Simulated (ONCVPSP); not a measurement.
# Cu: the cost of one run

The numbers are computed with ONCVPSP 4.0.1.1 (patched build) (PBE, scalar-relativistic, spin-unpolarised reference atom).

### 1 Settings

The settings as typed:

```
element                 : copper (Cu, Z = 29)
type                    : optimised norm-conserving Vanderbilt (ONCV)
frozen core             : [Ne]
valence charge          : 19
reference configuration : 3s2 3p6 3d10 4s1
partial waves           : 3s+4s: rc 1.30 bohr, ncon 4, nbas 8, qcut 12 1/bohr, 2 projectors; 3p: rc 1.00 bohr, ncon 4, nbas 8, qcut 16 1/bohr, 2 projectors, debl 3.3 Ha; 3d: rc 1.25 bohr, ncon 5, nbas 10, qcut 14.4 1/bohr, 1 projector
local potential         : polynomial inside 0.90 bohr (lpopt 5, dvloc0 -1 Ha)
core correction         : Teter function, fcfact 4, rcfact 1
```

### 2 Generating the potential

The input, Cu.dat:

```
# ATOM AND REFERENCE CONFIGURATION
# atsym  z   nc   nv     iexc    psfile
  Cu 29.00    3    4        4      upf
#
#   n    l    f
    1    0    2.00
    2    0    2.00
    2    1    6.00
    3    0    2.00
    3    1    6.00
    3    2   10.00
    4    0    1.00
#
# PSEUDOPOTENTIAL AND OPTIMIZATION
# lmax
    2
#
#   l,   rc,      ep,       ncon, nbas, qcut
    0    1.30    0.00    4    8   12.00
    1    1.00    0.00    4    8   16.00
    2    1.25    0.00    5   10   14.40
#
# LOCAL POTENTIAL
# lloc, lpopt,  rc(5),   dvloc0
    4    5    0.90   -1.00
#
# VANDERBILT-KLEINMAN-BYLANDER PROJECTORs
# l, nproj, debl
    0    2    0.40
    1    2    3.30
    2    1    3.50
#
# MODEL CORE CHARGE
# icmod, fcfact, rcfact
    3    4.00    1.00
#
# LOG DERIVATIVE ANALYSIS
# epsh1, epsh2, depsh
   -6.00    5.00    0.04
#
# OUTPUT GRID
# rlmax, drl
    6.00    0.01
#
# TEST CONFIGURATIONS
# ncnf
    4
# nvcnf
#   n    l    f
    4
    3    0    2.00
    3    1    6.00
    3    2   10.00
    4    0    0.00
#
    4
    3    0    2.00
    3    1    6.00
    3    2    9.00
    4    0    0.00
#
    4
    3    0    2.00
    3    1    6.00
    3    2    8.00
    4    0    0.00
#
    5
    3    0    2.00
    3    1    6.00
    3    2   10.00
    4    0    0.00
    4    1    1.00
#
```

Launch:

```sh
$ oncvpsp.x < Cu.dat > Cu.out
```

**Question.** How long does this run take on 1 thread of Neoverse-N1, shared host?

About 5.1 s.
